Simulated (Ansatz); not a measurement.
Relaxation of a periodic cell of 23 atoms, InSi$_{6}$O$_{16}$ (host SiO2, host structure P4_2/mnm, dopant In, one Si atom removed), to a largest force component of 0.03 eV/Å in at most 60 steps.

Computed with DFT PBE, scalar-relativistic, plane waves, PAW in Ansatz 0.2.0. Settings: PAW set soft_1, cutoff 420 eV, k mesh 2x2x3, gaussian smearing 0.05 eV, spin collinear.

```xyz
23
Lattice="-4.1773 -4.1773 0.0000 4.1773 -4.1773 0.0000 0.0000 0.0000 5.3304" Properties=species:S:1:pos:R:3
Si 2.089 -2.089 1.333
O 1.278 -2.899 0.000
O 0.811 -0.811 1.333
O -1.278 -5.455 0.000
O 3.366 -3.366 1.333
In 0.000 -4.177 0.000
Si 2.089 -2.089 3.998
O 1.278 -2.899 2.665
O 0.811 -0.811 3.998
O -1.278 -5.455 2.665
O 3.366 -3.366 3.998
Si 0.000 0.000 0.000
Si -2.089 -2.089 1.333
O -2.899 -2.899 0.000
O 0.811 -4.988 1.333
O -1.278 -1.278 0.000
O -0.811 -3.366 1.333
Si 0.000 0.000 2.665
Si -2.089 -2.089 3.998
O -2.899 -2.899 2.665
O 0.811 -4.988 3.998
O -1.278 -1.278 2.665
O -0.811 -3.366 3.998
```

Q: Where does it end, and by what steps?

A: It converged. Limits of this set-up: coarse k mesh, a small cell, in which the defect meets its images. After 5 steps the energy has fallen by 5.382 eV; O17 moved furthest, 0.28 Å.

| step | energy less start (eV) | largest force component (eV/Å) | accepted |
| --- | --- | --- | --- |
| 0 | 0.0000 | 6.019 | yes |
| 1 | -3.9964 | 2.625 | yes |
| 2 | -5.3129 | 0.564 | yes |
| 3 | -5.2932 | 0.837 | no |
| 4 | -5.3699 | 0.234 | yes |
| 5 | -5.3822 | 0.025 | yes |

```xyz
23
Lattice="-4.1773 -4.1773 0.0000 4.1773 -4.1773 0.0000 0.0000 0.0000 5.3304" Properties=species:S:1:pos:R:3
Si 2.089 -2.089 1.370
O 1.361 -2.816 0.000
O 0.805 -0.805 1.332
O -1.361 -5.538 0.000
O 3.372 -3.372 1.332
In 0.000 -4.177 0.000
Si 2.089 -2.089 3.960
O 1.304 -2.873 2.665
O 0.805 -0.805 3.999
O -1.304 -5.482 2.665
O 3.372 -3.372 3.999
Si 0.000 0.000 0.000
Si -2.089 -2.089 1.357
O -2.899 -2.899 0.000
O 0.915 -5.092 1.573
O -1.278 -1.278 0.000
O -0.915 -3.263 1.573
Si 0.000 0.000 2.665
Si -2.089 -2.089 3.973
O -2.939 -2.939 2.665
O 0.915 -5.092 3.757
O -1.238 -1.238 2.665
O -0.915 -3.263 3.757
```

Whether the end is a true minimum wasn't checked by a vibrational analysis.

Run time: 5.1 min on 2 threads of Arm Neoverse V1 (shared host), peak memory 0.64 GiB.
